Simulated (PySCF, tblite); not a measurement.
# C₇H₇BBrCl: geometry, infrared bands and NMR shifts

Wanted: the infrared bands and NMR shifts of C₇H₇BBrCl (`CC#CCCC#CB(Cl)Br`), by calculation.

Computed with tblite 0.8.0 and PySCF 2.14.0, with density-fitted response routines of our own, on a single molecule in the gas phase. Atoms count from 0, in the outputs and in this text.

## 1. The starting structure

17 atoms, charge 0, multiplicity 1; geometry from: force field or distance geometry start.

Bonds of the start (Å): C0–C1 1.45, C1–C2 1.22, C2–C3 1.46, C3–C4 1.51, C4–C5 1.46, C5–C6 1.21, C6–B7 1.54, B7–Cl8 1.85, B7–Br9 1.99, C0–H10 1.11, C0–H11 1.11, C0–H12 1.12, C3–H13 1.11, C3–H14 1.12, C4–H15 1.11, C4–H16 1.11.

## 2. Geometry optimisation with GFN2-xTB

The job: settings as JSON, then the geometry in Å.

```
{"job": {"kind": "relax", "xc": "GFN2-xTB", "basis": "xTB"}, "charge": 0, "multiplicity": 1}
C     -4.143700     0.647500     0.669100
C     -2.709200     0.446800     0.661800
C     -1.501800     0.267200     0.675600
C     -0.059800     0.069600     0.664500
C      0.447800    -0.146400    -0.745900
C      1.895700    -0.354000    -0.754600
C      3.094500    -0.521500    -0.753400
B      4.617300    -0.737400    -0.740200
Cl     5.540300    -0.816200    -2.335800
Br     5.599400    -0.795900     0.994500
H     -4.534100     0.604400    -0.373500
H     -4.387600     1.640900     1.107400
H     -4.645600    -0.140000     1.284700
H      0.432600     0.951200     1.124000
H      0.168900    -0.821800     1.295700
H      0.215400     0.749000    -1.361800
H     -0.037100    -1.031400    -1.203700
```

On the command line:

```console
$ OMP_NUM_THREADS=1 python probes_run.py task.json out
```

This one command runs all jobs of the session in turn.

**Question.** This job is followed by: GFN2-xTB harmonic vibrations, gas phase; GIAO PBE0/pcSseg-1 NMR shielding, non-relativistic, gas phase. Predict these results of the whole session: strongest single infrared mode (GFN2-xTB); zero-point energy (GFN2-xTB); ¹³C shifts against TMS (PBE0/pcSseg-1); ¹H shifts against TMS (PBE0/pcSseg-1, means over atoms taken as alike); ¹¹B shifts against BF3·OEt2 (PBE0/pcSseg-1); ³⁵Cl shifts against HCl (PBE0/pcSseg-1); ⁷⁹Br shifts against HBr (PBE0/pcSseg-1).

As calculated:

```
                                                              quantity                                         value
                             strongest single infrared mode (GFN2-xTB)                         2294 cm⁻¹, 547 km/mol
                                          zero-point energy (GFN2-xTB)                                 73.1 kcal/mol
                                ¹³C shifts against TMS (PBE0/pcSseg-1)  132.8, 94.8, 85.2, 83.5, 24.7, 22.5, 4.6 ppm
¹H shifts against TMS (PBE0/pcSseg-1, means over atoms taken as alike)                          2.76, 2.61, 1.97 ppm
                           ¹¹B shifts against BF3·OEt2 (PBE0/pcSseg-1)                                      47.0 ppm
                               ³⁵Cl shifts against HCl (PBE0/pcSseg-1)                                       307 ppm
                               ⁷⁹Br shifts against HBr (PBE0/pcSseg-1)                                       569 ppm
```

What this shows: Relaxing lowered the energy by 0.346 eV in 39 steps; the close pair that moved most is B7–Cl8, from 1.845 to 1.726 Å. No mode is imaginary among the 45: a minimum at this level. The strongest single mode, at 2294 cm⁻¹, moves mainly C5 and C6. GFN2-xTB is a fitted tight-binding method: band positions and strengths are rough. Its intensities can rank the bands wrongly. At PBE0/pcSseg-1: The widest tensor belongs to Br9: span 1078 ppm, with a paramagnetic part of -1069 ppm. Spin-orbit coupling is left out, which matters for shieldings and couplings at and beside the heavy atoms.
